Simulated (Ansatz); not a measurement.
**C2H3BClFS: a ladder of functionals and wavefunction methods**

An exercise on one series of results from a longer session: the logs are not shown, and one member is left open.

Computed with Ansatz 0.2.0, Gaussian basis. Level: functionals in def2-TZVPP, the program's frozen cores in correlated methods.

Levels to be run: PBE-D4, r2SCAN-D4, PBE0-D4, B3LYP-D4, ωB97X-V, ωB97M-V, B2PLYP; CCSD(T)/def2-TZVPP; MP2/def2-QZVPP; extrapolation to the limit.

### The geometry

The geometry comes from an earlier relaxation with PBE0-D4 in a triple-zeta def2 set; it is a stationary point, not always the lowest conformer.

SMILES `C=C(F)B(S)Cl`, 9 atoms, charge 0, spin multiplicity 1.

Atoms are counted from 1 here; the program's logs count them from 0.

Bond lengths: C1–C2 1.328 Å, C1–H7 1.083 Å, C1–H8 1.082 Å, C2–F3 1.346 Å, C2–B4 1.557 Å, B4–S5 1.792 Å, B4–Cl6 1.748 Å, S5–H9 1.342 Å. Angles: C2–C1–H7 121.5°, C2–C1–H8 120.0°, H7–C1–H8 118.5°, C1–C2–F3 118.4°, C1–C2–B4 125.9°, F3–C2–B4 115.7°, C2–B4–S5 119.3°, C2–B4–Cl6 119.1°, S5–B4–Cl6 121.6°, B4–S5–H9 96.3°.

As a file:

```
C    -0.03456   -1.62954   -0.12667
C     0.23946   -0.55389    0.60302
F     0.71808   -0.72979    1.84911
B     0.07537    0.92537    0.14626
S    -0.70858    1.27494   -1.42646
Cl    0.65859    2.20601    1.18309
H     0.11877   -2.63027    0.25918
H    -0.41565   -1.51724   -1.13293
H    -0.56297    2.60809   -1.37169
```

The first run:

Contents of in.yaml:

```yaml
crystal:
  periodic: [false, false, false]
  atoms:
    - {symbol: C, position_ang: [-0.034562, -1.629536, -0.126666]}
    - {symbol: C, position_ang: [0.239455, -0.553889, 0.603019]}
    - {symbol: F, position_ang: [0.718076, -0.729788, 1.849108]}
    - {symbol: B, position_ang: [0.075368, 0.925374, 0.146261]}
    - {symbol: S, position_ang: [-0.708577, 1.274942, -1.426459]}
    - {symbol: Cl, position_ang: [0.658593, 2.206013, 1.183086]}
    - {symbol: H, position_ang: [0.118772, -2.630268, 0.259178]}
    - {symbol: H, position_ang: [-0.415655, -1.517239, -1.132934]}
    - {symbol: H, position_ang: [-0.562970, 2.608091, -1.371692]}
basis:
  gaussian: {orbitals: def2-TZVPP}
hamiltonian: {xc: pbe, dispersion: d4}
output: {forces: true, orbitals: {seedname: orbitals}}
```

Run with:

```console
$ ansatz run in.yaml --threads 4 --pin off --events-out ev --progress --plain --max-ram 10444MiB
```

Steps of the session up to this table: PBE-D4 (GGA); r2SCAN-D4 (meta-GGA); PBE0-D4 (hybrid); B3LYP-D4 (hybrid); ωB97X-V (range-separated); ωB97M-V (range-separated); B2PLYP (double hybrid); CCSD(T) in def2-TZVPP; MP2 in def2-QZVPP.

One table of the session follows, with a row left open; its other results are not shown here.

```
            method  atomisation energy (kJ/mol)
            PBE-D4                       3704.7
         r2SCAN-D4                       3610.0
           PBE0-D4                            ?
          B3LYP-D4                       3559.2
           ωB97X-V                       3573.5
           ωB97M-V                       3589.8
            B2PLYP                       3524.0
     HF/def2-TZVPP                       2590.2
    MP2/def2-TZVPP                       3571.3
   CCSD/def2-TZVPP                       3380.3
CCSD(T)/def2-TZVPP                       3455.1
           MP2/CBS                       3665.4
       CCSD(T)/CBS                       3549.2
```

Estimate the missing values for PBE0-D4.

The run gave: atomisation energy (kJ/mol): 3613.6. In the column «atomisation energy (kJ/mol)» it lies between r2SCAN-D4 (3610.0) and MP2/CBS (3665.4).
